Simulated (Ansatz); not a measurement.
## SrCaHfTiO6, space group F-43m: a band structure, step by step

With Ansatz 0.2.0 through its Python package.

Contents of `POSCAR`:
```text
SrCaHfTiO6
1.0
   0.00000000    4.01853281    4.01853281
   4.01853281    0.00000000    4.01853281
   4.01853281    4.01853281    0.00000000
Sr Ca Hf Ti O
1 1 1 1 6
Direct
   0.25000000    0.25000000    0.25000000
   0.75000000    0.75000000    0.75000000
   0.00000000    0.00000000    0.00000000
   0.50000000    0.50000000    0.50000000
   0.74387406    0.25612594    0.25612594
   0.25612594    0.74387406    0.74387406
   0.74387406    0.74387406    0.25612594
   0.25612594    0.25612594    0.74387406
   0.25612594    0.74387406    0.25612594
   0.74387406    0.25612594    0.74387406
```

Notebook, run cell by cell (the value of a cell's last expression is shown):

```python
import ansatz as az
from ase.io import read
import matplotlib.pyplot as plt
import numpy as np
```

```python
CUTOFF_EV = 510
K_SPACING = 0.36
EXTRA_BANDS = 6
```

```python
atoms = read("POSCAR", format="vasp")
system = az.Crystal.from_ase(atoms)
```

```python
# high-symmetry points in fractions of the reciprocal vectors
path = [
    ("K", (-0.375, 0.0, 0.375)),
    ("G", (0.0, 0.0, 0.0)),
    ("L", (0.0, 0.0, 0.5)),
    ("W", (-0.5, -0.25, 0.25)),
    ("X", (-0.5, -0.5, 0.0)),
]
job = system.calculation()
job = job.pseudopotentials("paw")
job = job.basis(CUTOFF_EV).kpoints(spacing=K_SPACING)
job = job.occupations(az.OccupationsMethod.FIXED)
job = job.band_structure([point for _, point in path], intervals=8).scf(extra_bands=EXTRA_BANDS)
job = job.density_of_states(energy_step=0.05, method="smearing", broadening_width=0.1)
job = job.band_table()
planned = job.session().plan(threads=1)
facts = planned.describe()
print("plan:", facts["n_bands"], "bands,", len(facts["kpoints_frac"]), "k-points, plane waves", facts["n_pw_range"], "grid", facts["fft_dense"])
done = planned.execute()
data = done.report
```

    plan: 53 bands, 8 k-points, plane waves [3378, 3479] grid [45, 45, 45]

```python
[(site.symbol, site.position_frac.round(4).tolist()) for site in done.lattice.sites]
```

    [(<Element.SR: 'Sr'>, [0.25, 0.25, 0.25]), (<Element.CA: 'Ca'>, [0.75, 0.75, 0.75]),
     (<Element.HF: 'Hf'>, [0.0, 0.0, 0.0]), (<Element.TI: 'Ti'>, [0.5, 0.5, 0.5]),
     (<Element.O: 'O'>, [0.7439, 0.2561, 0.2561]), (<Element.O: 'O'>, [0.2561, 0.7439, 0.7439]),
     (<Element.O: 'O'>, [0.7439, 0.7439, 0.2561]), (<Element.O: 'O'>, [0.2561, 0.2561, 0.7439]),
     (<Element.O: 'O'>, [0.2561, 0.7439, 0.2561]), (<Element.O: 'O'>, [0.7439, 0.2561, 0.7439])]

```python
data["published_state_doubts"]
```

    []

```python
n_atoms = len(data["lattice"]["sites"])
print("F =", round(data["free_energy_ev"], 4), "eV for", n_atoms, "atoms")
print("E(sigma -> 0) =", round(data["energy_sigma0_ev"], 4), "eV, TS =", round(data["entropy_ts_ev"], 5), "eV")
print("closed by", data["closed_by"], "after", data["n_iterations"], "iterations")
```

    F = -27003.5838 eV for 10 atoms
    E(sigma -> 0) = -27003.5838 eV, TS = 0.0 eV
    closed by deck_thresholds after 8 iterations

```python
dos = done.density_of_states()
energy = np.asarray(dos.energies_ev) - dos.fermi_ev
states, count = np.asarray(dos.spin_summed_g_bin_mean_per_ev), np.asarray(dos.spin_summed_integrated)
g_fermi = float(np.interp(0.0, energy, states))
print(f"g(E_F) = {g_fermi:.3f} states/eV per cell")
for low, high in ((-10, -6), (-6, -3), (-3, 0), (0, 3)):
    print(f"states between {low} and {high} eV: {np.interp(high, energy, count) - np.interp(low, energy, count):.3f}")
```

    g(E_F) = 1.757 states/eV per cell
    states between -10 and -6 eV: 14.000
    states between -6 and -3 eV: 10.907
    states between -3 and 0 eV: 24.973
    states between 0 and 3 eV: 0.893

```python
print("band  energy (eV)  occupation, at k =", data["kpoints_frac"][0])
for band, (e, occ) in enumerate(zip(data["eigenvalues_ev"][0], data["occupations"][0]), start=1):
    print(f"{band:4d} {e:12.4f} {occ:9.4f}")
```

    band  energy (eV)  occupation, at k = [0.0, 0.0, 0.0]
       1     -49.9089    2.0000
       2     -46.3559    2.0000
       3     -29.8355    2.0000
       4     -23.0509    2.0000
       5     -22.6290    2.0000
       6     -22.6290    2.0000
       7     -22.6290    2.0000
       8     -18.8371    2.0000
       9     -18.8371    2.0000
      10     -18.8371    2.0000
      11     -10.8062    2.0000
      12     -10.8062    2.0000
      13     -10.8062    2.0000
      14      -7.2242    2.0000
      15      -6.3779    2.0000
      16      -6.3779    2.0000
      17      -5.8043    2.0000
      18      -5.8043    2.0000
      19      -5.8043    2.0000
      20      -5.1402    2.0000
      21      -5.1402    2.0000
      22      -5.1402    2.0000
      23       0.2696    2.0000
      24       0.2751    2.0000
      25       0.2751    2.0000
      26       0.2751    2.0000
      27       0.2907    2.0000
      28       0.2907    2.0000
      29       0.2907    2.0000
      30       5.4466    2.0000
      31       5.9490    2.0000
      32       5.9490    2.0000
      33       6.1436    2.0000
      34       6.1436    2.0000
      35       6.1436    2.0000
      36       7.4932    2.0000
      37       7.4932    2.0000
      38       7.4932    2.0000
      39       8.9260    2.0000
      40       8.9260    2.0000
      41       8.9260    2.0000
      42       9.6296    2.0000
      43       9.6296    2.0000
      44       9.6296    2.0000
      45       9.9688    2.0000
      46       9.9688    2.0000
      47       9.9688    2.0000
      48      12.5005    0.0000
      49      12.5005    0.0000
      50      12.5005    0.0000
      51      14.6597    0.0000
      52      14.6656    0.0000
      53      14.6656    0.0000

```python
bands = done.band_structure()
fermi = bands.fermi_energy_ev
print(f"zero of the bands: {fermi:.3f} eV, the Fermi level found on the SCF mesh")
reciprocal = 2 * np.pi * np.linalg.inv(done.lattice.cell_ang).T
steps = np.linalg.norm(np.diff(bands.kpoints_frac @ reciprocal, axis=0), axis=1)
distance = np.concatenate([[0], np.cumsum(steps)])
fig, ax = plt.subplots(figsize=(5, 4))
for channel, colour in zip(bands.channels, ("C0", "C3")):
    ax.plot(distance, channel.eigenvalues_ev - fermi, colour, lw=1)
ax.set_xticks(distance[::8], [label for label, _ in path])
ax.set(ylim=(-8, 8), ylabel="E - E_F (eV)", xlim=(0, distance[-1]))
ax.grid(axis="x")
fig.savefig("bands.png", dpi=100)
first = bands.channels[0].eigenvalues_ev - fermi
near = np.argsort(np.abs(first.mean(axis=0)))[:4]
for band in sorted(near):
    print(f"band {band + 1}: {first[:, band].min():.3f} to {first[:, band].max():.3f} eV")
```

    zero of the bands: 9.969 eV, the Fermi level found on the SCF mesh
    band 44: -1.284 to -0.339 eV
    band 45: -1.104 to 0.000 eV
    band 46: -0.889 to 0.000 eV
    band 47: -0.570 to 0.000 eV

Notes:
- Total energies depend on the potentials; only differences at equal settings carry meaning. A total without «per atom» is that of the cell as typed.
- Spin is left out of this run.
- Semilocal gaps usually lie well under measured ones.
- The Fermi level of a run with fixed occupations marks the highest occupied state on its mesh, not mid-gap.
- The crystal has a gap of about 2.53 eV on the mesh; any density of states at or just above the Fermi level is the tail of the broadening.
- No functional is typed, so the default, PBE, holds.
- This cell is a computed structure, which may not be the phase found in nature.
- Levels are Kohn-Sham eigenvalues on this mesh, without spin-orbit coupling.
- The computed bands are complete only to about 4.7 eV above the Fermi level; beyond that the density of states is undercounted.
- Hardware and time: 31 s on 1 thread of Arm Neoverse V1, with other jobs on the host, peak memory 0.63 GiB.

(Lines on the test bed's own set-up are left out of the output.)
